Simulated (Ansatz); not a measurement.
# BClH7NSi2: the cost of one run

The runs use Ansatz 0.2.0, Gaussian basis; the settings change from run to run.

## (1) The geometry

The structure was relaxed beforehand with PBE0-D4 in a triple-zeta def2 set.

SMILES `BN([SiH3])[SiH2]Cl`, 12 atoms, charge 0, spin multiplicity 1.

Atoms are counted from 1 here; the program's logs count them from 0.

Bond lengths: B1–N2 1.412 Å, B1–H6 1.198 Å, B1–H7 1.201 Å, N2–Si3 1.762 Å, N2–Si4 1.734 Å, Si3–H8 1.485 Å, Si3–H9 1.482 Å, Si3–H10 1.482 Å, Si4–Cl5 2.055 Å, Si4–H11 1.479 Å, Si4–H12 1.476 Å. Angles: N2–B1–H6 120.3°, N2–B1–H7 119.0°, H6–B1–H7 120.6°, B1–N2–Si3 117.6°, B1–N2–Si4 121.1°, Si3–N2–Si4 121.2°, N2–Si3–H8 107.5°, N2–Si3–H9 110.3°, N2–Si3–H10 109.6°, H8–Si3–H9 109.7°, H8–Si3–H10 110.0°, H9–Si3–H10 109.8°, N2–Si4–Cl5 109.9°, N2–Si4–H11 110.1°, N2–Si4–H12 109.3°, Cl5–Si4–H11 106.4°, Cl5–Si4–H12 108.6°, H11–Si4–H12 112.5°.

## (2) SPW92/6-31G*

Set apart from the defaults: charge +1, multiplicity 2.

Contents of in.yaml:

```yaml
crystal:
  periodic: [false, false, false]
  atoms:
    - {symbol: B, position_ang: [0.842433, 1.452630, -0.097467]}
    - {symbol: N, position_ang: [0.186131, 0.203057, -0.045693]}
    - {symbol: Si, position_ang: [0.127979, -0.626016, 1.507741]}
    - {symbol: Si, position_ang: [-0.583271, -0.463509, -1.449904]}
    - {symbol: Cl, position_ang: [-2.622660, -0.462633, -1.196027]}
    - {symbol: H, position_ang: [0.880602, 2.073843, -1.120582]}
    - {symbol: H, position_ang: [1.362595, 1.879222, 0.897270]}
    - {symbol: H, position_ang: [-0.504378, -1.950906, 1.284480]}
    - {symbol: H, position_ang: [-0.677458, 0.153661, 2.477049]}
    - {symbol: H, position_ang: [1.504592, -0.803787, 2.027405]}
    - {symbol: H, position_ang: [-0.184621, -1.877324, -1.625433]}
    - {symbol: H, position_ang: [-0.254944, 0.366463, -2.624939]}
basis:
  gaussian: {orbitals: "6-31G*"}
total_charge: 1
magnetization: {spin_polarized: true, initial_magnetization: 1}
hamiltonian: {xc: {name: SPW92}}
```

Command:

```sh
> ansatz run in.yaml --threads 4 --pin off --events-out ev --progress --plain --max-ram 10444MiB
```

**Question.** How long does this run take on 4 threads of Arm Neoverse V2, shared host, and how much memory does it need?

About 4.4 s, with a peak of 0.26 GiB.
